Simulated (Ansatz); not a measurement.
# NaLaMnMoO6 (P1) in Ansatz: single point with PBE

Aim: the single point of NaLaMnMoO6 with PBE.

Program: Ansatz 0.2.0. These are calculated values, not measurements. Logs are shortened: lines on timing, memory, paths and dates and some standing lists are left out, and cuts for length are marked.

## (1) The structure

The typed cell holds 10 atoms: a = 5.432 Å, b = 5.507 Å, c = 5.716 Å, α = 64.76°, β = 88.96°, γ = 63.78°.

The cell was built by a generator and needn't be a form met in nature.

## (2) Single point, PBE, collinear spin, ferromagnetic start

Input file input.yaml:

```yaml
crystal:
  lattice:
    - [5.43212, -0.0113, -0.00034]
    - [2.44365, 4.93484, -0.01855]
    - [0.1094, 2.68471, 5.04562]
  atoms:
    - { symbol: Na, position: [0.6974, 0.05972, 0.73638] }
    - { symbol: La, position: [0.41072, 0.51412, 0.00994] }
    - { symbol: Mn, position: [0.92147, 0.57866, 0.41655], spin: 4.0 }
    - { symbol: Mo, position: [0.21633, 0.9787, 0.33337], spin: 1.0 }
    - { symbol: O, position: [0.56869, 0.61375, 0.56391] }
    - { symbol: O, position: [0.40995, 0.05114, 0.05764] }
    - { symbol: O, position: [0.31236, 0.2107, 0.45135] }
    - { symbol: O, position: [0.04288, 0.86047, 0.1214] }
    - { symbol: O, position: [0.05836, 0.76646, 0.60633] }
    - { symbol: O, position: [0.86183, 0.36628, 0.20313] }
hamiltonian:
  xc: pbe
  pseudopotentials: { kind: nc, source: spms }
magnetization:
  spin_polarized: true
kpoints:
  mp_grid: { grid: [6, 6, 5] }
scf:
  occupations: { method: fermi_dirac, width: 0.05 }
output:
  forces: true
  stress: true
  eigenvalues: true
  write_density: true
  write_potential: true
  elf: true
  volumetric_format: npy
```

Potentials or basis: SPMS NC.

The run is started by

```sh
ansatz run input.yaml --threads 8 --pin off --max-ram 20480MiB --backend cpu --events-out ev --progress --plain --runs-dir out
```

Standard output:

```text
Warning: RAYON_NUM_THREADS=8 ignored (pool sized by the plan → 8); use --threads N
Engine: ansatz 0.2.0, aarch64-unknown-linux-gnu
Pseudopotentials: kind: nc
Pseudopotential: Na, nc, valence charge 9, recommended cutoff 653.073269903712 eV (normal), Na.nc.azcp
Pseudopotential: La, nc, valence charge 11, recommended cutoff 489.804952427784 eV (normal), La.nc.azcp
Pseudopotential: Mn, nc, valence charge 15, recommended cutoff 1006.821291101556 eV (normal), Mn.nc.azcp
Pseudopotential: Mo, nc, valence charge 14, recommended cutoff 625.861883657724 eV (normal), Mo.nc.azcp
Pseudopotential: O, nc, valence charge 6, recommended cutoff 1034.032677347544 eV (normal), O.nc.azcp
Functional definition: PBE
  parameter kappa = 0.804
  parameter beta = 0.06672455060314922
  exchange = pbe_x(kappa = kappa, mu = beta*pi^2/3)
  correlation = pbe_c(beta = beta)
Crystal: 10 atoms, lattice volume = 135.664 Å³
Basis set: ecut = 1034.032677347544 eV, 10249 PW (Γ), exchange–correlation on 120×120×120 points (8 copies of the dense FFT grid, shifted against one another)
Bands: 55, of which v1, the nominal top of the filled ones, is band 43 counted from 1 (42 counted from 0)
Symmetry: 1 space group operations
Space group: P1 (ITA 1), of the structure as read, at distance tolerance 5.1e-5 Å
Magnetic group: BNS 1.1 (UNI 1), of the structure as read, at distance tolerance 5.1e-5 Å
k-points: 92 of 180 (time reversal used)
Non-local potential: Na, projectors of the file, l = 0: 2, l = 1: 2
Non-local potential: La, projectors of the file, l = 0: 2, l = 1: 2, l = 2: 2, l = 3: 2
Non-local potential: Mn, projectors of the file, l = 0: 2, l = 1: 2, l = 2: 2
Non-local potential: Mo, projectors of the file, l = 0: 2, l = 1: 2, l = 2: 2
Non-local potential: O, projectors of the file, l = 0: 2, l = 1: 2, l = 2: 1
Initial density: superposition of atomic densities (chi_scale 0.1, normalization cell, long waves kept (reshape's long-wave potential 0.01 eV rms))
Starting moments: Σ|m| = 5 μB on 2 of 10 sites
Initial wavefunctions: pseudopotential atomic-orbital guess
Functional: x = pbe(κ = 0.804, μ = 0.2195149727645171), c = pbe(β = 0.06672455060314922)
SCF iter   1: F=—  HF=-9605.871282 eV  |F-HF|=—  |Δ(HF+E_count)|=         —  Δρ=1.72e-1 (↑9.31e-2 ↓1.72e-1)  dr2=1.20e2  dr2_m=4.92e0  M=2.492 μB ∫|m|=2.594 μB  β_m=0.30  ethr=3.10e-3  ⟨swp⟩=16.3  Hψ=71455  notcnv=0  defer=10
preconditioner: auto → Kerker (q_TF=auto, 2.524 Å⁻¹)  [metal: Δε(μ)=0.002 eV  Ē_g=10.678 eV  σ=0.050 eV  W_gap=0.01  n_scr=36 (ndim 8)  ℏωp=25.7 eV  f_vac=0.000  D(μ)=8.21/eV (n_scr^D=74)]
spin=Collinear: Kerker preconditioning applied to the charge; magnetization (m = ρ↑ − ρ↓) channel mixes plain (no charge-response kernel on spin).
SCF iter   2: F=—  HF=-9595.341280 eV  |F-HF|=—  |Δ(HF+E_count)|=    1.05e1  Δρ=7.73e-2 (↑7.73e-2 ↓6.06e-2)  dr2=3.40e1  dr2_m=1.60e0  M=4.247 μB ∫|m|=4.364 μB  β_m=0.30  ethr=3.10e-3  ⟨swp⟩=3.9  Hψ=23396  notcnv=0  defer=583
SCF iter   3: F=—  HF=-9592.660736 eV  |F-HF|=—  |Δ(HF+E_count)|=    2.68e0  Δρ=5.42e-2 (↑5.42e-2 ↓3.53e-2)  dr2=8.11e0  dr2_m=1.56e0  M=5.000 μB ∫|m|=5.007 μB  β_m=0.30  ethr=3.10e-3  ⟨swp⟩=4.8  Hψ=27266  notcnv=0  defer=186
SCF iter   4: F=—  HF=-9591.631108 eV  |F-HF|=—  |Δ(HF+E_count)|=    1.03e0  Δρ=2.72e-2 (↑2.41e-2 ↓2.72e-2)  dr2=1.10e0  dr2_m=4.93e-1  M=4.957 μB ∫|m|=4.980 μB  β_m=0.30  ethr=3.10e-3  ⟨swp⟩=5.3  Hψ=28176  notcnv=0  defer=94
SCF iter   5: F=—  HF=-9591.613397 eV  |F-HF|=—  |Δ(HF+E_count)|=   1.77e-2  Δρ=2.01e-2 (↑2.01e-2 ↓1.90e-2)  dr2=5.64e-1  dr2_m=3.51e-1  M=4.995 μB ∫|m|=5.008 μB  β_m=0.30  ethr=1.29e-3  ⟨swp⟩=2.2  Hψ=13759  notcnv=0  defer=95
SCF iter   6: F=—  HF=-9591.591003 eV  |F-HF|=—  |Δ(HF+E_count)|=   2.24e-2  Δρ=1.41e-2 (↑1.31e-2 ↓1.41e-2)  dr2=4.74e-1  dr2_m=1.31e-1  M=4.977 μB ∫|m|=5.018 μB  β_m=1.00  ethr=6.63e-4  ⟨swp⟩=4.9  Hψ=23046  notcnv=0  defer=111
SCF iter   7: F=—  HF=-9591.667965 eV  |F-HF|=—  |Δ(HF+E_count)|=   7.70e-2  Δρ=1.50e-2 (↑1.50e-2 ↓5.37e-3)  dr2=3.84e-1  dr2_m=9.29e-2  M=5.000 μB ∫|m|=5.026 μB  β_m=0.30  ethr=5.57e-4  ⟨swp⟩=3.9  Hψ=18704  notcnv=0  defer=331
SCF iter   8: F=—  HF=-9591.631685 eV  |F-HF|=—  |Δ(HF+E_count)|=   3.63e-2  Δρ=8.33e-3 (↑8.33e-3 ↓2.89e-3)  dr2=6.41e-2  dr2_m=3.20e-2  M=5.000 μB ∫|m|=5.029 μB  β_m=0.30  ethr=4.52e-4  ⟨swp⟩=2.0  Hψ=11035  notcnv=0  defer=378
SCF iter   9: F=—  HF=-9591.632546 eV  |F-HF|=—  |Δ(HF+E_count)|=   8.61e-4  Δρ=2.99e-3 (↑2.99e-3 ↓2.46e-3)  dr2=1.03e-2  dr2_m=7.11e-3  M=4.999 μB ∫|m|=5.035 μB  β_m=0.30  ethr=7.54e-5  ⟨swp⟩=2.5  Hψ=14134  notcnv=0  defer=500
Mixer restart at iter 9: flushing history
spin-set hold released at iteration 9 (site moments contracting): the magnetisation degrees of freedom join the quasi-Newton model from the next iteration; the mixer history was flushed
SCF iter  10: F=—  HF=-9591.633496 eV  |F-HF|=—  |Δ(HF+E_count)|=   9.50e-4  Δρ=2.58e-3 (↑2.58e-3 ↓1.76e-3)  dr2=4.48e-3  dr2_m=5.07e-3  M=4.999 μB ∫|m|=5.034 μB  β_m=0.65  ethr=1.22e-5  ⟨swp⟩=1.8  Hψ=11604  notcnv=0  defer=500
SCF iter  11: F=—  HF=-9591.636508 eV  |F-HF|=—  |Δ(HF+E_count)|=   3.01e-3  Δρ=6.53e-4 (↑5.11e-4 ↓6.53e-4)  dr2=2.69e-3  dr2_m=6.93e-5  M=4.999 μB ∫|m|=5.035 μB  β_m=0.65  ethr=5.27e-6  ⟨swp⟩=2.4  Hψ=17807  notcnv=0  defer=500
SCF iter  12: F=—  HF=-9591.636808 eV  |F-HF|=—  |Δ(HF+E_count)|=   3.00e-4  Δρ=5.86e-4 (↑5.86e-4 ↓2.27e-4)  dr2=1.01e-3  dr2_m=1.04e-4  M=4.999 μB ∫|m|=5.034 μB  β_m=0.70  ethr=3.16e-6  ⟨swp⟩=1.6  Hψ=10162  notcnv=0  defer=484
SCF iter  13: F=—  HF=-9591.636937 eV  |F-HF|=—  |Δ(HF+E_count)|=   1.29e-4  Δρ=2.97e-4 (↑2.97e-4 ↓1.42e-4)  dr2=3.21e-4  dr2_m=3.32e-5  M=4.999 μB ∫|m|=5.034 μB  β_m=0.85  ethr=1.19e-6  ⟨swp⟩=2.4  Hψ=14471  notcnv=0  defer=474
SCF iter  14: F=—  HF=-9591.636992 eV  |F-HF|=—  |Δ(HF+E_count)|=   5.50e-5  Δρ=1.13e-4 (↑1.13e-4 ↓7.36e-5)  dr2=5.74e-5  dr2_m=1.89e-6  M=4.999 μB ∫|m|=5.034 μB  β_m=0.83  ethr=3.78e-7  ⟨swp⟩=2.1  Hψ=13692  notcnv=0  defer=438
SCF iter  15: F=—  HF=-9591.637046 eV  |F-HF|=—  |Δ(HF+E_count)|=   5.45e-5  Δρ=5.96e-5 (↑5.96e-5 ↓3.97e-5)  dr2=1.19e-5  dr2_m=8.32e-7  M=4.999 μB ∫|m|=5.034 μB  β_m=0.88  ethr=6.76e-8  ⟨swp⟩=2.2  Hψ=15195  notcnv=0  defer=489
SCF iter  16: F=—  HF=-9591.637046 eV  |F-HF|=—  |Δ(HF+E_count)|=   6.23e-7  Δρ=2.33e-5 (↑2.33e-5 ↓1.94e-5)  dr2=2.45e-6  dr2_m=7.54e-8  M=4.999 μB ∫|m|=5.034 μB  β_m=0.83  ethr=1.40e-8  ⟨swp⟩=2.2  Hψ=15335  notcnv=0  defer=489
SCF iter  17: F=—  HF=-9591.637046 eV  |F-HF|=—  |Δ(HF+E_count)|=   2.06e-7  Δρ=9.06e-6 (↑9.06e-6 ↓7.79e-6)  dr2=5.94e-7  dr2_m=1.06e-8  M=4.999 μB ∫|m|=5.034 μB  β_m=0.91  ethr=2.88e-9  ⟨swp⟩=2.2  Hψ=14810  notcnv=0  defer=489
SCF iter  18: F=-9591.637046 eV  HF=-9591.637046 eV  |F-HF|=4.68e-8  |Δ(HF+E_count)|=   9.23e-9  Δρ=3.68e-6 (↑3.57e-6 ↓3.68e-6)  dr2=9.53e-8  dr2_m=1.11e-9  M=4.999 μB ∫|m|=5.034 μB  ethr=1.18e-10  ⟨swp⟩=23.1  Hψ=137924  notcnv=0
SCF 1 converged in 18 iterations: F = -9591.637046 eV  dr2 = 9.53e-8
  Residual-converged pass: ⟨swp⟩=1.1  Hψ=10895  notcnv=0  max |occ|·‖R‖ = 7.1e-9 eV (tolerance 1.0e-8 eV)  dr2=9.53e-8  dr2_m=1.11e-9  max |Δocc| = 1.2e-11
SCF converged after 18 iterations
Magnetization: 4.9987 μB (44.9993 up, 40.0007 down)
Absolute magnetization: 5.0337 μB (∫|ρ↑−ρ↓|)
Spin contamination: 0.0200 ħ² per cell (⟨S²⟩ above its minimum at these occupations)
Per-site moments (μB) at R_I (Å): [(0.0009135438182411158, 0.9363038748485496), (0.01742373007105452, 0.9634723741954506), (3.8198733868027683, 0.8425930296278528), (0.14331116176696995, 0.7743943241596839), (0.013985368570139895, 0.8117375908792217), (0.034147678474591214, 0.7743943241596839), (0.04270583881706811, 0.7929933086519838), (0.06085480406480439, 0.8287181307586553), (0.026689840906141196, 0.8061995449559838), (0.022613004938255018, 0.8127766771778904)]
Free energy (F): -9591.637046 eV
Harris-Foulkes:  -9591.637046 eV  (|F-HF|=4.68e-8)
Internal energy: -9591.633341 eV  (E = F + TS)
E sigma→0 (E₀):  -9591.635193 eV
Entropy (-TS):   -0.003705 eV (-0.370 meV/atom)
Fermi energy:    10.183897 eV
--- Per-component energies (eV) ---
  E_band       = -739.305182
  E_kinetic    = 4354.894668
  E_local      = -7773.216941  (includes V_loc(G=0)·N_el)
  E_nonlocal   = -895.506062
  E_hartree    = 2721.248111
  E_xc         = -1818.973859
  E_vxc        = -1867.974521  (∫ρ·V_xc dr)
  E_ewald      = -6180.079257
  E_smearing   = -0.003705  (= −TS)
  E_closure    = -0.000000  (closes the sum)
  Σ components = -9591.637046   (vs F -9591.637046, Δ=0.00e0)
--- Forces (eV/Å), atoms counted from 1 ---
  atom   1  Na     0.00723897     0.01686882     0.01552905
  atom   2  La     0.02049062     0.00148548    -0.01874897
  atom   3  Mn    -0.00228869     0.00641387     0.00390975
  atom   4  Mo    -0.00575518    -0.01153183    -0.00912627
  atom   5  O     -0.03649938     0.03596958    -0.02383730
  atom   6  O     -0.05028104    -0.02178886     0.04852304
  atom   7  O     -0.05388258    -0.05137083    -0.01809349
  atom   8  O      0.02909502     0.07358549     0.03429867
  atom   9  O      0.04379464    -0.00321134    -0.05418211
  atom  10  O      0.04797054    -0.04641975     0.02173312
  max |Σ_I F_I| component: 1.17e-4 eV/Å
--- Stress (GPa, compression-positive) ---
        0.345415      -0.109439       0.012081
       -0.109439       0.247401       0.033315
        0.012081       0.033315       0.237671
  P = ⅓ Tr σ = 0.2768 GPa (2.768 kbar)
--- Band table (eV; the first three rows and the last of 184) ---
  k-point 0 ↑: bands = ["-70.9958", "-53.5420", "-41.4005", "-40.2028", "-40.1219", "-40.0743", "-27.7159", "-27.6785", "-27.6182", "-22.2396", "-13.4225", "-13.3827", "-13.3445", "-9.2634", "-9.0084", "-8.9427", "-8.5319", "-8.1611", "-8.0708", "-5.7423", "-5.5096", "-5.3605", "3.5124", "3.6460", "3.7978", "3.8907", "3.9446", "4.1789", "4.9018", "5.3181", "5.4400", "5.5855", "5.9397", "6.1973", "6.4418", "6.5476", "6.7516", "6.8149", "7.1436", "7.3662", "8.0056", "8.3178", "8.4616", "9.1841", "10.0999", "10.4901", "10.5809", "10.9868", "12.3952", "12.4608", "12.5204", "12.5497", "12.5895", "12.6378", "12.7113"]
  k-point 1 ↑: bands = ["-70.9958", "-53.5420", "-41.4005", "-40.2028", "-40.1219", "-40.0743", "-27.7161", "-27.6785", "-27.6183", "-22.2382", "-13.4225", "-13.3836", "-13.3449", "-9.4008", "-8.9952", "-8.8044", "-8.4780", "-8.1925", "-8.1237", "-5.7201", "-5.4958", "-5.3517", "3.4099", "3.5971", "3.7675", "3.8994", "3.9448", "4.3265", "4.9062", "5.2907", "5.4265", "5.6189", "5.9489", "6.2039", "6.4084", "6.6102", "6.7068", "6.7482", "7.0878", "7.3449", "8.0143", "8.3487", "8.4676", "9.1929", "10.0673", "10.4955", "10.5784", "10.9686", "12.4292", "12.4707", "12.5304", "12.5647", "12.6042", "12.6482", "12.7382"]
  k-point 2 ↑: bands = ["-70.9958", "-53.5420", "-41.4005", "-40.2028", "-40.1219", "-40.0743", "-27.7165", "-27.6785", "-27.6184", "-22.2360", "-13.4226", "-13.3849", "-13.3456", "-9.5350", "-8.9130", "-8.7589", "-8.3570", "-8.2715", "-8.1817", "-5.6860", "-5.4794", "-5.3333", "3.2922", "3.5692", "3.7328", "3.8463", "3.8956", "4.5757", "5.0263", "5.1752", "5.4121", "5.6730", "5.9551", "6.1511", "6.3081", "6.4874", "6.6504", "6.8532", "6.9973", "7.3966", "8.0374", "8.3737", "8.4917", "9.2081", "10.0092", "10.4993", "10.5898", "10.9640", "12.4509", "12.4779", "12.5308", "12.5688", "12.6295", "12.6461", "12.7597"]
  k-point 91 ↓: bands = ["-67.0341", "-53.3683", "-41.3995", "-35.4947", "-35.4590", "-35.4380", "-27.5223", "-27.5021", "-27.3707", "-22.2152", "-13.4234", "-13.3826", "-13.3435", "-9.3858", "-8.8803", "-8.7358", "-8.5341", "-8.2700", "-8.0284", "-5.4697", "-5.3299", "-5.1759", "3.4531", "3.5728", "3.7265", "4.1009", "4.3263", "4.8191", "5.1963", "5.3851", "5.5491", "5.9318", "6.2787", "6.5054", "6.6491", "6.7275", "6.9283", "7.0277", "7.0818", "7.5200", "10.6560", "10.7735", "10.9243", "12.0288", "12.1573", "12.2400", "12.4517", "12.5128", "12.5441", "12.5712", "12.6361", "12.6623", "12.7689", "12.8254", "13.3499"]
```

Run time: 2.2 min. Hardware: 8 threads of Arm Neoverse V2, shared host; peak memory 3.2 GiB.

Results:

```
Free energy            : -9591.6370 eV
Pressure               : 0.3 GPa
Largest force          : 0.086 eV/Å
Band gap on the k mesh : 0.21 eV, indirect (least direct gap 0.37 eV)
Net moment             : 5.00 μB per cell
Absolute moment        : 5.03 μB per cell
Site moments           : Na +0.00; La +0.02; Mn +3.82; Mo +0.14; O +0.01, +0.03, +0.04, +0.06, +0.02 μB
```

Forces on the atoms (eV/Å):
```
Na   0.007  0.017  0.016
La   0.020  0.001 -0.019
Mn  -0.002  0.006  0.004
Mo  -0.006 -0.012 -0.009
O   -0.036  0.036 -0.024
O   -0.050 -0.022  0.049
O   -0.054 -0.051 -0.018
O    0.029  0.074  0.034
O    0.044 -0.003 -0.054
O    0.048 -0.046  0.022
```

Stress tensor (GPa, compression positive):
```
 0.35 -0.11  0.01
-0.11  0.25  0.03
 0.01  0.03  0.24
```

Levels at points of the mesh, in eV from the valence-band top:
Spin up:
```tsv
k point	band 41	band 42	band 43	band 44	band 45	band 46	band 47	band 48	band 49	band 50
(0.00, 0.00, 0.00)	-2.09	-1.78	-1.64	-0.92	0.00	0.39	0.48	0.89	2.30	2.36
(0.00, -0.50, 0.00)	-2.03	-1.79	-1.43	-1.09	-0.27	0.21	0.74	0.83	2.33	2.35
(-0.50, 0.00, 0.00)	-2.11	-1.90	-1.63	-1.18	-0.30	0.48	0.67	0.85	2.35	2.40
(-0.50, -0.50, 0.00)	-2.05	-1.84	-1.68	-0.91	-0.27	0.57	0.67	0.94	2.32	2.37
```
Spin down:
```
             k point  band 36  band 37  band 38  band 39  band 40  band 41  band 42  band 43  band 44  band 45
  (0.00, 0.00, 0.00)    -3.21    -3.19    -2.91    -2.79    -2.61     0.55     0.67     0.97     1.88     1.99
 (0.00, -0.50, 0.00)    -3.21    -3.12    -2.73    -2.61    -2.45     0.40     0.70     0.84     2.00     2.12
 (-0.50, 0.00, 0.00)    -3.16    -3.10    -3.01    -2.86    -2.52     0.43     0.57     0.80     2.09     2.11
(-0.50, -0.50, 0.00)    -3.26    -3.14    -2.93    -2.86    -2.71     0.65     0.71     1.00     1.88     2.05
```

Caveat: odd divisions of the mesh miss points on the zone boundary, where band edges often lie, so the gap on the mesh can be too wide; the pressure holds a Pulay correction of +0.4 GPa for the finite cutoff; spin-orbit coupling is left out, which moves the levels of the heavy elements; a cell with one magnetic atom can't hold antiferromagnetic order, which such compounds often take. A k mesh can miss the band edges.
